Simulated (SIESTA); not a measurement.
Ta3Ru: equation of state with PBEsol

Crystal: Ta3Ru.

```
Ta Ru
1.0
     0.00000    3.21829    3.21829
     3.21829    0.00000    3.21829
     3.21829    3.21829    0.00000
Ta Ru
3 1
Cartesian
  3.2183 3.2183 3.2183
  4.8274 4.8274 4.8274
  1.6091 1.6091 1.6091
  0.0000 0.0000 0.0000
```

The cell comes from a database or a generator and needn't be the stable form of this composition.

```json
{
  "Program": "SIESTA 5.4.2",
  "Task": "equation of state",
  "Functional": "PBEsol",
  "Potentials or basis": "PseudoDojo 0.4 standard (PBEsol files)",
  "Basis": "DZP (energy shift 0.003 Ry; two zetas on semicore shells)",
  "Grid cutoff": "800 Ry",
  "Energy shift": "0.003 Ry",
  "k mesh": "7 × 7 × 7",
  "Occupations": "fermi-dirac, width 0.05 eV",
  "Spin": "no spin polarisation"
}
```

| Item | Value |
| --- | --- |
| Equilibrium volume | 16.42 Å³/atom |
| Bulk modulus | 251 GPa |
| Pressure derivative of the bulk modulus | 4.3 |

Energy against volume, from the lowest point:
```
volume (Å³/atom)  energy (meV/atom)
          15.667              28.90
          16.000               8.32
          16.333               0.00
          16.666               2.61
          17.000              14.83
          17.333              36.10
          17.666              65.13
```

All runs of the series together: 34 min on 1 thread of AMD EPYC 7R43 64-Core Processor (Zen 3), on a shared host.

Caveat: short orbitals over semicore shells can move pressures by several GPa; the basis of atomic orbitals isn't converged, which shifts pressures, moduli and gaps. The run has no spin-orbit coupling, so splittings on Ta are missing.
